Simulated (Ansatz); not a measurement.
# Al2Cl2F4: basis-set convergence

The task here is to estimate one member of a computed series from the others.

The runs use Ansatz 0.2.0, Gaussian basis; one geometry, several basis sets.

The runs, in order: PBE0-D4/def2-SVP; ωB97M-V/def2-SVP; PBE0-D4/def2-QZVPP; ωB97M-V/def2-QZVPP; the functionals' def2-TZVPP values are taken from earlier runs.

## Structure used throughout

The geometry comes from an earlier relaxation with PBE0-D4 in a triple-zeta def2 set; it is a stationary point, not always the lowest conformer.

8 atoms, charge 0, spin multiplicity 1.

Atoms are counted from 1 here; the program's logs count them from 0.

Bond lengths: F1–Al2 1.630 Å, Al2–Cl3 2.062 Å, Al2–F4 1.803 Å, Al2–F8 1.803 Å, F4–Al5 1.803 Å, Al5–F6 1.630 Å, Al5–Cl7 2.062 Å, Al5–F8 1.803 Å. Angles: F1–Al2–Cl3 123.9°, F1–Al2–F4 109.8°, F1–Al2–F8 109.8°, Cl3–Al2–F4 112.2°, Cl3–Al2–F8 112.2°, F4–Al2–F8 80.7°, Al2–F4–Al5 99.3°, F4–Al5–F6 109.8°, F4–Al5–Cl7 112.2°, F4–Al5–F8 80.7°, F6–Al5–Cl7 123.9°, F6–Al5–F8 109.8°, Cl7–Al5–F8 112.2°, Al2–F8–Al5 99.3°.

The first run:

in.yaml reads:

```yaml
crystal:
  periodic: [false, false, false]
  atoms:
    - {symbol: F, position_ang: [-0.150104, -1.266245, 2.277671]}
    - {symbol: Al, position_ang: [0.568415, -0.914732, 0.857666]}
    - {symbol: Cl, position_ang: [2.333642, -1.767805, 0.220019]}
    - {symbol: F, position_ang: [-0.667391, -0.848049, -0.453194]}
    - {symbol: Al, position_ang: [-0.689536, 0.931024, -0.743746]}
    - {symbol: F, position_ang: [-2.080514, 1.566141, -0.179782]}
    - {symbol: Cl, position_ang: [0.151773, 1.433642, -2.557563]}
    - {symbol: F, position_ang: [0.533725, 0.866034, 0.578908]}
basis:
  gaussian: {orbitals: def2-SVP}
hamiltonian: {xc: pbe0, dispersion: d4}
output: {orbitals: {seedname: orbitals}}
```

Launch:

```console
ansatz run in.yaml --threads 4 --pin off --events-out ev --progress --plain --max-ram 11315MiB
```

Among the steps run: PBE0-D4 in def2-SVP; ωB97M-V in def2-SVP; PBE0-D4 in def2-QZVPP; ωB97M-V in def2-QZVPP.

One of the session's tables, all rows but one given; the rest of the session is left out.

It belongs to the step «Density functionals: the series». 

| functional | basis | HOMO (eV) |
| --- | --- | --- |
| PBE0-D4 | def2-SVP | -9.86 |
| PBE0-D4 | def2-TZVPP | -9.96 |
| PBE0-D4 | def2-QZVPP | -9.98 |
| ωB97M-V | def2-SVP | -12.10 |
| ωB97M-V | def2-TZVPP | ? |
| ωB97M-V | def2-QZVPP | -12.28 |

Estimate the missing values for ωB97M-V, def2-TZVPP.

The run gave: HOMO (eV): -12.25. In the column «HOMO (eV)» it lies between ωB97M-V, def2-QZVPP (-12.28) and ωB97M-V, def2-SVP (-12.10).
